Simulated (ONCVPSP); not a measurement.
# Pseudopotential generation for Sm: ONCV, LDA (Perdew-Wang 92)

Aim: build the potential from the settings below, then test how well it stands in for the atom: other configurations, scattering, ghost states and the plane-wave cutoff that it needs.

The numbers are computed with ONCVPSP 4.0.1 (LDA (Perdew-Wang 92), scalar-relativistic, spin-unpolarised reference atom).

## (1) Starting point

Typed settings, in words:

```json
{"element": "samarium (Sm, Z = 62)", "type": "optimised norm-conserving Vanderbilt (ONCV)", "frozen core": "[Kr] 4d10", "valence charge": "16", "reference configuration": "4f6 5s2 5p6 6s0.5 (charge +1.5)", "partial waves": "5s+6s: rc 2.20 bohr, ncon 4, nbas 7, qcut 5.6 1/bohr, 2 projectors; 5p: rc 2.55 bohr, ncon 4, nbas 8, qcut 6.4 1/bohr, 2 projectors, debl 3.8 Ha; d scattering state at 0.06 Ha: rc 2.35 bohr, ncon 4, nbas 7, qcut 4.1 1/bohr, 2 projectors, debl 2.7 Ha; 4f: rc 1.30 bohr, ncon 4, nbas 9, qcut 12.1 1/bohr, 2 projectors, debl 3.1 Ha", "local potential": "polynomial inside 1.15 bohr (lpopt 5, dvloc0 0 Ha)", "core correction": "Teter function, fcfact 2.5, rcfact 1.35"}
```

An earlier all-electron run gives the scale for the radii.

All-electron outer shells of the reference configuration (LDA (PZ), scalar-relativistic, ld1.x):

```json
{"shell": "5s", "level (eV)": "-53.14", "outermost node (bohr)": "0.69", "outermost maximum (bohr)": "1.27"}
{"shell": "5p", "level (eV)": "-33.03", "outermost node (bohr)": "0.74", "outermost maximum (bohr)": "1.43"}
{"shell": "4f", "level (eV)": "-12.32", "outermost node (bohr)": "–", "outermost maximum (bohr)": "0.61"}
{"shell": "6s", "level (eV)": "-11.32", "outermost node (bohr)": "1.68", "outermost maximum (bohr)": "3.31"}
{"shell": "5d", "level (eV)": "-10.56", "outermost node (bohr)": "0.84", "outermost maximum (bohr)": "2.09"}
{"shell": "6p", "level (eV)": "-7.70", "outermost node (bohr)": "2.00", "outermost maximum (bohr)": "4.10"}
```

## (2) The generation run

Sm.dat

```
# ATOM AND REFERENCE CONFIGURATION
# atsym  z   nc   nv     iexc    psfile
  Sm 62.00    9    4  -001012      upf
#
#   n    l    f
    1    0    2.00
    2    0    2.00
    2    1    6.00
    3    0    2.00
    3    1    6.00
    3    2   10.00
    4    0    2.00
    4    1    6.00
    4    2   10.00
    4    3    6.00
    5    0    2.00
    5    1    6.00
    6    0    0.50
#
# PSEUDOPOTENTIAL AND OPTIMIZATION
# lmax
    3
#
#   l,   rc,      ep,       ncon, nbas, qcut
    0    2.20    0.00    4    7    5.60
    1    2.55    0.00    4    8    6.40
    2    2.35    0.06    4    7    4.10
    3    1.30    0.00    4    9   12.10
#
# LOCAL POTENTIAL
# lloc, lpopt,  rc(5),   dvloc0
    4    5    1.15    0.00
#
# VANDERBILT-KLEINMAN-BYLANDER PROJECTORs
# l, nproj, debl
    0    2    0.80
    1    2    3.80
    2    2    2.70
    3    2    3.10
#
# MODEL CORE CHARGE
# icmod, fcfact, rcfact
    3    2.50    1.35
#
# LOG DERIVATIVE ANALYSIS
# epsh1, epsh2, depsh
   -3.00    5.00    0.02
#
# OUTPUT GRID
# rlmax, drl
    6.00    0.01
#
# TEST CONFIGURATIONS
# ncnf
    4
# nvcnf
#   n    l    f
    4
    4    3    6.00
    5    0    2.00
    5    1    6.00
    6    0    2.00
#
    4
    4    3    6.00
    5    0    2.00
    5    1    6.00
    6    0    1.00
#
    4
    4    3    6.00
    5    0    2.00
    5    1    6.00
    6    0    0.00
#
    5
    4    3    5.00
    5    0    2.00
    5    1    6.00
    6    0    2.00
    5    2    1.00
#
```

The run is started by

```sh
$ oncvpsp.x < Sm.dat > Sm.out
```

What does the calculation give? Wanted: cutoffs for 1 and 0.1 mHa per electron, occupied waves; bound ghosts; GHOST(+) flags; largest test error; largest phase difference near zero energy, channels read; rms error of d²Exc/dn², without and with the model core; projector energies reset by the program.

The runs gave:

| quantity | value |
| --- | --- |
| cutoffs for 1 and 0.1 mHa per electron, occupied waves | 67 Ha and 77 Ha |
| bound ghosts | s at -77.37 eV |
| GHOST(+) flags | p at 117 eV |
| largest test error (AE − PS) | +105 meV, for 4f5 5s2 5p6 5d1 6s2 |
| largest phase difference near zero energy, channels read | 0.022 rad |
| rms error of d²Exc/dn², without and with the model core | 8.00 and 4.78 mHa |
| projector energies reset by the program | d: 0.050, 2.750 Ha |

What this shows: A bound ghost (s) makes it unfit for use: electrons can fall into a state that the atom doesn't have. The worst unpolarised test, 4f5 5s2 5p6 5d1 6s2, is off by 105 meV on 8.1 eV; by total energies transferability rates as poor. The potential is very hard: the looser tolerance needs 67 Ha. At the looser tolerance the 4f wave is the slowest; 5s needs 11 Ha. Near zero energy the phases of the channels with partial waves agree within 0.022 rad. The pseudo curves have a pole with no partner nearby in the atom's: s at -2.84 Ha. The program also flags highly localised states, GHOST(+) (p).
